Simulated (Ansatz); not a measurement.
# AsGaH6O2: the cost of one run

The runs use Ansatz 0.2.0, Gaussian basis; PBE0-D4/def2-SVP.

**1. Starting geometry**

The start, a first-order saddle point found at PBE0-D4 in triple zeta: 10 atoms, charge 0, spin multiplicity 1.

Atoms are counted from 1 here; the program's logs count them from 0.

Bond lengths: Ga1–H2 1.800 Å, Ga1–O3 1.794 Å, Ga1–O4 1.788 Å, Ga1–As6 2.543 Å, O3–H7 0.958 Å, O4–H8 0.961 Å, H5–As6 1.709 Å, As6–H9 1.512 Å, As6–H10 1.533 Å. Angles: H2–Ga1–O3 112.8°, H2–Ga1–O4 118.0°, H2–Ga1–As6 65.1°, O3–Ga1–O4 115.7°, O3–Ga1–As6 120.1°, O4–Ga1–As6 115.5°, Ga1–O3–H7 115.0°, Ga1–O4–H8 112.1°, Ga1–As6–H5 65.6°, Ga1–As6–H9 92.3°, Ga1–As6–H10 146.6°, H5–As6–H9 88.9°, H5–As6–H10 146.4°, H9–As6–H10 96.7°.

As a file:

```xyz
10

Ga    0.26146    0.70208    0.21243
H    -1.39561    0.50075   -0.46177
O     1.32225    1.69821   -0.83598
O     0.42457    0.98170    1.97082
H    -1.45952   -0.48979   -0.97479
As   -0.33669   -1.67440   -0.46765
H     1.18908    1.57941   -1.77758
H     1.01832    1.71117    2.16647
H    -1.16652   -1.88597    0.77848
H     0.14267   -3.12316   -0.61043
```

**2. Dynamics**

md/in.yaml reads:

```yaml
crystal:
  periodic: [false, false, false]
  atoms:
    - {symbol: Ga, position_ang: [0.261460, 0.702077, 0.212431]}
    - {symbol: H, position_ang: [-1.395608, 0.500751, -0.461769]}
    - {symbol: O, position_ang: [1.322247, 1.698206, -0.835983]}
    - {symbol: O, position_ang: [0.424570, 0.981699, 1.970817]}
    - {symbol: H, position_ang: [-1.459523, -0.489792, -0.974787]}
    - {symbol: As, position_ang: [-0.336689, -1.674395, -0.467654]}
    - {symbol: H, position_ang: [1.189077, 1.579406, -1.777581]}
    - {symbol: H, position_ang: [1.018319, 1.711171, 2.166473]}
    - {symbol: H, position_ang: [-1.166518, -1.885967, 0.778484]}
    - {symbol: H, position_ang: [0.142666, -3.123157, -0.610430]}
basis:
  gaussian: {orbitals: def2-SVP}
hamiltonian: {xc: pbe0, dispersion: d4}
md: {n_steps: 40, timestep: 0.25, temperature: 200, ensemble: nvt_nose_hoover, seed: 61, initial_velocities: maxwell_boltzmann}
```

Launch:

```console
$ ansatz run in.yaml --threads 8 --pin off --events-out ev --progress --plain --max-ram 19148MiB
```

**Question.** How long does this run take on 8 threads of Intel Xeon Platinum 8488C, shared host?

About 37 s.
